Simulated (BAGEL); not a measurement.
# GeH2Br (SMILES [GeH2][Br]) at UHF/STO-3G (density fitting with qzvpp-jkfit)

What is the vertical electron affinity of GeH2Br at UHF/STO-3G (density fitting with qzvpp-jkfit)? 

The calculation is run with BAGEL 1.2.2.

1 further run of the same task is left out (set aside as unsound or not needed).

## Step 1: The molecule

The species is GeH2Br (4 atoms), meant as a doublet with charge 0. As SMILES, `[GeH2][Br]`. The coordinates come from a PBE0-D4/def2-TZVP relaxation.

Bond lengths: Ge1–Br2 2.308 Å, Ge1–H3 1.546 Å, Ge1–H4 1.546 Å. Angles: Br2–Ge1–H3 107.1°, Br2–Ge1–H4 107.1°, H3–Ge1–H4 111.8°.

## Step 2: The energy at UHF/STO-3G (density fitting with qzvpp-jkfit)

Input file job.json:

```json
{ "bagel" : [

{
  "title" : "molecule",
  "basis" : "sto-3g",
  "df_basis" : "qzvpp-jkfit",
  "angstrom" : true,
  "geometry" : [
    { "atom" : "Ge", "xyz" : [       0.070100,      -0.433600,      -0.287800 ] },
    { "atom" : "Br", "xyz" : [       1.030500,       0.294100,       1.680700 ] },
    { "atom" : "H", "xyz" : [      -1.452500,      -0.535300,      -0.040300 ] },
    { "atom" : "H", "xyz" : [       0.407400,       0.614600,      -1.372800 ] }
  ]
},

{ "title" : "uhf", "nopen" : 1 },

{ "title" : "print", "file" : "orbitals.molden", "orbitals" : true }

]}
```

Run with:

```console
$ BAGEL_NUM_THREADS=1 BAGEL job.json > job.out
```

Standard output:

```text
* using 1 threads per process

  ===============================================================
  ===============================================================

  *** Geometry ***

  { "atom" : "Ge", "xyz" : [      0.132470,     -0.819385,     -0.543863 ] },
  { "atom" : "Br", "xyz" : [      1.947363,      0.555768,      3.176063 ] },
  { "atom" : "H", "xyz" : [     -2.744827,     -1.011570,     -0.076156 ] },
  { "atom" : "H", "xyz" : [      0.769874,      1.161426,     -2.594216 ] },

  Number of auxiliary basis functions:      568

  Since a DF basis is specified, we compute 2- and 3-index integrals:
    o Being stored without compression. Storage requirement is 0.007 GB

  Number of basis functions:       38
  Number of electrons      :       69

    * METHOD: MOLECULE                             0.20

  *** Open-shell HF ***

  === Nuclear Repulsion ===
   290.7302697315

      * DIIS with orbital gradients will be used.

  === UHF iteration (sto-3g) ===
      0      -4597.55696870          0.00987119           0.08
      1      -4597.58522081          0.00239890           0.08
      2      -4597.58739229          0.00098591           0.08
      3      -4597.58799853          0.00017210           0.08
      4      -4597.58807435          0.00006345           0.08
      5      -4597.58810023          0.00002056           0.08
      6      -4597.58810460          0.00000704           0.08
      7      -4597.58810513          0.00000192           0.08
      8      -4597.58810518          0.00000064           0.08
      9      -4597.58810518          0.00000016           0.08
     10      -4597.58810518          0.00000003           0.08
     11      -4597.58810518          0.00000001           0.08
     12      -4597.58810518          0.00000000           0.08
    * SCF iteration converged.

    * S^2 (UHF) is 0.7524

    * Permanent dipole moment:
           (    0.317226,     0.427561,     0.811778) a.u.

    * METHOD: UHF                                  1.13

    * METHOD: PRINT                                0.00

  ===============================================================
```

It took 1.5 s on 1 thread of Arm Neoverse V2, shared host.

## Step 3: The singlet anion

Input file hf.json:

```json
{ "bagel" : [

{
  "title" : "molecule",
  "basis" : "sto-3g",
  "df_basis" : "qzvpp-jkfit",
  "angstrom" : true,
  "geometry" : [
    { "atom" : "Ge", "xyz" : [    0.070100,   -0.433600,   -0.287800 ] },
    { "atom" : "Br", "xyz" : [    1.030500,    0.294100,    1.680700 ] },
    { "atom" : "H", "xyz" : [   -1.452500,   -0.535300,   -0.040300 ] },
    { "atom" : "H", "xyz" : [    0.407400,    0.614600,   -1.372800 ] }
  ]
},
{ "title" : "hf", "charge" : -1 },
{ "title" : "print", "file" : "orbitals.molden", "orbitals" : true }

]}
```

Run with:

```console
$ BAGEL_NUM_THREADS=1 BAGEL hf.json > hf.out
```

Standard output:

```text
* using 1 threads per process

  ===============================================================
  ===============================================================

  *** Geometry ***

  { "atom" : "Ge", "xyz" : [      0.132470,     -0.819385,     -0.543863 ] },
  { "atom" : "Br", "xyz" : [      1.947363,      0.555768,      3.176063 ] },
  { "atom" : "H", "xyz" : [     -2.744827,     -1.011570,     -0.076156 ] },
  { "atom" : "H", "xyz" : [      0.769874,      1.161426,     -2.594216 ] },

  Number of auxiliary basis functions:      568

  Since a DF basis is specified, we compute 2- and 3-index integrals:
    o Being stored without compression. Storage requirement is 0.007 GB

  Number of basis functions:       38
  Number of electrons      :       69

    * METHOD: MOLECULE                             0.20

  *** RHF ***

  === Nuclear Repulsion ===
   290.7302697315

      * DIIS with orbital gradients will be used.

  === RHF iteration (sto-3g) ===
      0      -4597.43913170          0.00290854           0.04
      1      -4597.44892927          0.00089924           0.04
      2      -4597.45032348          0.00021694           0.04
      3      -4597.45042221          0.00003222           0.04
      4      -4597.45042439          0.00000737           0.04
      5      -4597.45042448          0.00000085           0.04
      6      -4597.45042449          0.00000020           0.04
      7      -4597.45042449          0.00000005           0.04
      8      -4597.45042449          0.00000001           0.04
    * SCF iteration converged.

    * Permanent dipole moment:
           (   -0.041051,    -0.710746,    -0.670563) a.u.

    * METHOD: HF                                   0.48

    * METHOD: PRINT                                0.00

  ===============================================================
```

Wall time 0.84 s (1 thread of Arm Neoverse V2, shared host).

## Step 4: Outcome

Level: UHF/STO-3G (density fitting with qzvpp-jkfit).

```
                                                            quantity           value
                                        doublet GeH2Br: total energy  -4597.58811 Eh
                                       doublet GeH2Br: dipole moment          2.47 D
                                                doublet GeH2Br: ⟨S²⟩           0.752
                                         singlet anion: total energy  -4597.45042 Eh
                                          singlet anion: HOMO energy         3.30 eV
                                          singlet anion: LUMO energy        16.94 eV
singlet anion: HOMO–LUMO gap (to an unbound level, set by the basis)        13.65 eV
                   vertical electron affinity (to the singlet anion)       -3.746 eV
```

The anion lies 3.75 eV (361 kJ/mol) above the neutral: the electron isn't bound at this level, and such a value depends on the basis. Without diffuse functions anions come out too high. Hartree–Fock misses the correlation that binds many anions. In a minimal basis such a difference can be off by several eV, whatever the method. The HOMO (singlet anion) lies at positive energy, 3.30 eV: the electron is unbound at this level or held by a compact basis; values depend on the basis.
